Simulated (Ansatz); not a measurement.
# CLiS2: the cost of one run

Method: RKS B3LYP/def2-SVP, in Ansatz 0.2.0.

**1. Starting point**

Bond lengths: S2–C3 1.539 Å, Li1–S4 2.546 Å, C3–S4 1.584 Å. Angles: S2–C3–S4 164.4°, Li1–S4–C3 135.6°.

Coordinates:

```xyz
4

Li   -0.3092   -0.1126   -2.7941
S     1.0792    0.4111    2.0634
C     0.0270   -0.0298    1.0309
S    -0.7970   -0.2687   -0.3002
```

**2. Relaxing the start**

Input file input.yaml:

```yaml
crystal:
  periodic: [false, false, false]
  atoms:
    - { symbol: Li, position_ang: [-0.3092, -0.1126, -2.7941] }
    - { symbol: S, position_ang: [1.0792, 0.4111, 2.0634] }
    - { symbol: C, position_ang: [0.027, -0.0298, 1.0309] }
    - { symbol: S, position_ang: [-0.797, -0.2687, -0.3002] }
total_charge: 1
basis:
  gaussian: { orbitals: def2-SVP }
hamiltonian:
  xc: b3lyp
relax:
  f_tol: 0.02
  max_steps: 40
output:
  orbitals: {}
```

On the command line:

```sh
ansatz run input.yaml --threads 1 --pin off --max-ram 2048MiB --backend cpu --events-out ev --progress --plain --runs-dir out
```

What time and memory should one allow on 1 thread of Intel Xeon Platinum 8259CL at 2.50GHz (Skylake/Cascade Lake), shared host?

About 14 s, with a peak of 0.12 GiB.
